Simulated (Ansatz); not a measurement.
# CsP2W2: from a guess to a relaxed structure

The task: take a trial cell of CsP2W2 to zero force and stress.

Program: Ansatz 0.2.0. Level of theory: DFT PBE, scalar-relativistic, plane waves, PAW. These are calculated values, not measurements.

**1. Starting point**

Symmetry: I4/mmm, No. 139, tetragonal system. Conventional cell: a = 4.570 Å, b = 4.570 Å, c = 11.324 Å, α = 90.00°, β = 90.00°, γ = 90.00°. Cs (site symmetry 4/mmm) has 8 W at 3.53 Å and 8 P at 3.64 Å in its first shell of neighbours. Around P (site symmetry -4m2) lie 4 W at 2.69 Å and 4 Cs at 3.64 Å. W (site symmetry 4mm) has 4 P at 2.69 Å and 1 W at 2.83 Å in its first shell of neighbours.

Structure file:

```
Cs P W
1.0
    -2.28501    2.28501    5.66191
     2.28501   -2.28501    5.66191
     2.28501    2.28501   -5.66191
Cs P W
1 2 2
Direct
  0.00000 0.00000 0.00000
  0.75000 0.25000 0.50000
  0.25000 0.75000 0.50000
  0.37500 0.37500 0.00000
  0.62500 0.62500 0.00000
```

Recipe of the guess: species swapped into a database cell of YbGe2Rh2 (I4/mmm, No. 139), with Cs on the Yb sites, W on the Ge sites and P on the Rh sites. The dimensions are guesses.

**2. The guess as it stands, on a coarse mesh**

input.yaml

```yaml
crystal:
  lattice:
    - [-2.28501325, 2.28501325, 5.66190512]
    - [2.28501325, -2.28501325, 5.66190512]
    - [2.28501325, 2.28501325, -5.66190512]
  atoms:
    - { symbol: Cs, position: [0.0, 0.0, 0.0] }
    - { symbol: P, position: [0.75, 0.25, 0.5] }
    - { symbol: P, position: [0.25, 0.75, 0.5] }
    - { symbol: W, position: [0.375, 0.375, 0.0] }
    - { symbol: W, position: [0.625, 0.625, 0.0] }
basis:
  ecutwfc: 420
kpoints:
  mp_grid: { grid: [6, 6, 6] }
hamiltonian:
  xc: pbe
scf:
  occupations: { method: gaussian, width: 0.1 }
  lower_state_search: "off"
output:
  forces: true
  stress: true
  eigenvalues: true
```

The run is started by

```bash
ansatz run input.yaml --threads 1 --pin off --max-ram 2560MiB --backend cpu --events-out ev --progress --plain --runs-dir out
```

Further runs follow: rough relaxation on the coarse mesh; full relaxation.

What does the calculation give? Wanted: conventional cell; volume; energy over the elements, black P; gap on the mesh.

The runs gave:

| quantity | value |
| --- | --- |
| symmetry at the end (tolerance 0.05 Å) | space group I4/mmm (No. 139) |
| conventional cell | a = 4.842 Å, b = 4.842 Å, c = 8.867 Å, α = 90.00°, β = 90.00°, γ = 90.00° |
| volume | 20.79 Å³/atom |
| energy over the elements, black P | +0.52 eV/atom |
| gap on the mesh | none (metal) |

In words: The space group I4/mmm (No. 139) is kept, and the volume per atom shrinks by 12.1 % from the first guess. With a positive formation energy it can't be a ground state. No finished test with a distortion of lower symmetry is shown, so the end may be a saddle point. Spin-orbit coupling is left out for W.
